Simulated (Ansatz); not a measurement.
Born–Oppenheimer molecular dynamics of a periodic cell of 15 atoms, Na₇Cl₈ (host NaCl, host structure Fm-3m, one Na atom removed), cell charge -1. It goes on from the last frame of an earlier run, with new velocities.

Theory: DFT LDA, scalar-relativistic, plane waves, PAW (Ansatz 0.2.0). Settings: cutoff 420 eV, k mesh 2x2x2, fermi-dirac smearing 0.05 eV, no spin polarisation.

```yaml
ensemble: NVE (velocity Verlet)
time_step: 2 fs
steps_asked: 400
starting_velocities_drawn_for: 1440 K
seed: 729787
```

First frame:

```xyz
15
Lattice="0.0000 5.9616 5.9616 5.9616 0.0000 5.9616 5.9616 5.9616 0.0000" Properties=species:S:1:pos:R:3
Na -0.396 0.287 0.528
Cl 3.198 2.897 2.783
Na 3.582 2.880 0.002
Cl 5.652 5.998 3.177
Na 2.879 -0.095 2.286
Cl 5.800 2.697 6.473
Na 6.091 2.624 3.054
Cl 8.867 5.854 6.084
Na 0.464 3.108 3.189
Cl 2.154 6.275 5.752
Na 3.048 5.756 2.742
Cl 6.261 9.132 5.987
Na 3.339 2.831 6.035
Cl 5.976 5.986 8.774
Cl 9.058 9.172 8.694
```

Question: What does the run give?

Answer: All steps were run.

```
steps done                                               : 400
time covered                                             : 800 fs
mean temperature over the second half                    : 1045 K
spread of the potential energy over the second half      : 25.5 meV per atom
mean potential energy of the second half above the start : 47.6 meV per atom
```

The conserved energy stayed within 0.06 meV per atom of its start (net change 0.016 meV per atom), so the integration is sound. A run of 0.8 ps of so small a system gives no equilibrium averages. Limits of this set-up: a small cell, in which the defect meets its images, a typed lattice constant that wasn't relaxed here, charged cell in a uniform background, uncorrected.

Question: What happens to the structure?

Answer: Mean squared displacements from the first frame to the last, about the centre of mass: Na 0.97 Å², Cl 0.42 Å². Another seed would give other details.

Question: How do temperature and energy run in time?

Answer: 
| time (fs) | T (K) | potential energy less start (eV) | conserved less start (meV/atom) |
| --- | --- | --- | --- |
| 0 | 1440 | 0.000 | 0.00 |
| 26 | 1282 | 0.287 | 0.02 |
| 52 | 1164 | 0.500 | 0.02 |
| 78 | 1282 | 0.286 | -0.01 |
| 104 | 1167 | 0.493 | -0.02 |
| 130 | 879 | 1.015 | 0.01 |
| 156 | 846 | 1.074 | 0.01 |
| 182 | 874 | 1.025 | 0.03 |
| 208 | 1174 | 0.481 | 0.00 |
| 234 | 1288 | 0.276 | 0.03 |
| 260 | 1514 | -0.134 | -0.02 |
| 286 | 1429 | 0.020 | 0.02 |
| 312 | 1252 | 0.340 | 0.03 |
| 338 | 1105 | 0.605 | -0.02 |
| 364 | 837 | 1.092 | 0.03 |
| 390 | 872 | 1.027 | -0.01 |
| 416 | 694 | 1.350 | 0.03 |
| 442 | 850 | 1.068 | -0.01 |
| 468 | 782 | 1.191 | 0.02 |
| 494 | 803 | 1.154 | 0.04 |
| 520 | 1199 | 0.436 | -0.02 |
| 546 | 1216 | 0.406 | 0.03 |
| 572 | 1293 | 0.265 | 0.01 |
| 598 | 1382 | 0.106 | 0.01 |
| 624 | 1266 | 0.315 | 0.01 |
| 650 | 1011 | 0.776 | 0.06 |
| 676 | 1227 | 0.385 | 0.01 |
| 702 | 1251 | 0.343 | -0.02 |
| 728 | 954 | 0.879 | 0.03 |
| 754 | 973 | 0.846 | 0.00 |
| 780 | 823 | 1.118 | 0.05 |

The run took 15 min on 2 threads of Intel(R) Xeon(R) Platinum 8488C (Sapphire Rapids), on a shared host, peak memory 0.89 GiB.
